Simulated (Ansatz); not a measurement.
Here is an Ansatz 0.2.0 calculation.

The input input.yaml:

```yaml
crystal:
  lattice:
    - [4.8417656924, 0.0, 0.0]
    - [-2.4208828462, 4.1930920888, 0.0]
    - [0.0, 0.0, 5.137841]
  atoms:
    - { symbol: Eu, position: [0.0, 0.0, 0.5], spin: 8.5 }
    - { symbol: Fe, position: [0.0, 0.0, 0.0], spin: 4.5 }
    - { symbol: Mg, position: [0.3333333333, 0.6666666667, 0.02156] }
    - { symbol: Mg, position: [0.6666666667, 0.3333333333, 0.97844] }
hamiltonian:
  xc: pbe
  pseudopotentials: { kind: paw }
magnetization:
  spin_polarized: true
kpoints:
  mp_grid: { grid: [6, 6, 5] }
scf:
  occupations: { method: fermi_dirac, width: 0.05 }
output:
  forces: true
  stress: true
  eigenvalues: true
```

Potentials or basis: Ansatz PAW.

Launch:

```sh
$ ansatz run input.yaml --threads 2 --pin off --max-ram 5120MiB --backend cpu --events-out ev --progress --plain --runs-dir out
```

(1) What does it give for the site moments?

(2) What does it give for the pressure?

(3) What does it give for the band gap on the k mesh?

(4) What does it give for the absolute moment?

Answers

(1) Eu +6.57; Fe -2.02; Mg +0.03 μB.

(2) -0.2 GPa.

(3) none (metal or under the smearing width).

(4) 9.42 μB per cell.

Caveat: spin-orbit coupling is left out, which moves the levels of the heavy elements; without U or exact exchange the open f shell lies at the Fermi level, which spoils levels, moments and volumes; the starting moments weren't kept.
